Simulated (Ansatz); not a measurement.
# ZnO: the cost of one run

Computed with Ansatz 0.2.0 (DFT r2SCAN, scalar-relativistic, plane waves, PAW, unless a step's input says otherwise).

1 further run of the same task is left out (set aside as unsound or not needed). Runs told in other sessions of the task aren't counted.

### 1 The system as given

The structure is hexagonal, space group P6_3mc (No. 186). The conventional cell has a = 3.235 Å, b = 3.235 Å, c = 5.211 Å, α = 90.00°, β = 90.00°, γ = 120.00°. Zn (site symmetry 3m) is surrounded by 4 O at 1.97 to 1.98 Å. Around O (site symmetry 3m) lie 4 Zn at 1.97 to 1.98 Å.

Structure file:

```
Zn O
1.0
     3.23520    0.00000    0.00000
    -1.61760    2.80177    0.00000
     0.00000    0.00000    5.21142
Zn O
2 2
Direct
  0.33333 0.66667 0.00124
  0.66667 0.33333 0.50124
  0.33333 0.66667 0.38086
  0.66667 0.33333 0.88086
```

This cell was relaxed beforehand with the same method: volume 11.81 Å³/atom, gap on the mesh 1.24 eV.

### 2 Zero of energy

Reference values: F = -7789.8530 eV; pressure 0.00 GPa; largest force 0.000 eV/Å; gap on the mesh 1.24 eV. It was computed beforehand with the settings of the runs below.

### 3 Zone-centre phonons by finite displacements

The input, input.yaml:

```yaml
crystal:
  lattice:
    - [3.2352006039, 0.0, 0.0]
    - [-1.6176003019, 2.8017659094, 0.0]
    - [0.0, 0.0, 5.2114160271]
  atoms:
    - { symbol: Zn, position: [0.3333333333, 0.6666666667, 0.0012360734] }
    - { symbol: Zn, position: [0.6666666667, 0.3333333333, 0.5012360734] }
    - { symbol: O, position: [0.3333333333, 0.6666666667, 0.3808639266] }
    - { symbol: O, position: [0.6666666667, 0.3333333333, 0.8808639266] }
basis:
  ecutwfc: 500
kpoints:
  mp_grid: { grid: [12, 12, 6] }
hamiltonian:
  xc: r2scan
scf:
  occupations: { method: gaussian, width: 0.05 }
output:
  eigenvalues: true
phonons:
  method: fd
  supercell: [1, 1, 1]
  amplitude: 0.02
  eigenvectors: true
  dielectric: false
```

On the command line:

```bash
$ ansatz run input.yaml --threads 2 --pin off --max-ram 5120MiB --backend cpu --events-out ev --progress --plain --runs-dir out
```

**Question.** How long does this run take on 2 threads of Arm Neoverse N1, shared host, and how much memory does it need?

About 4.1 min, with a peak of 0.93 GiB.
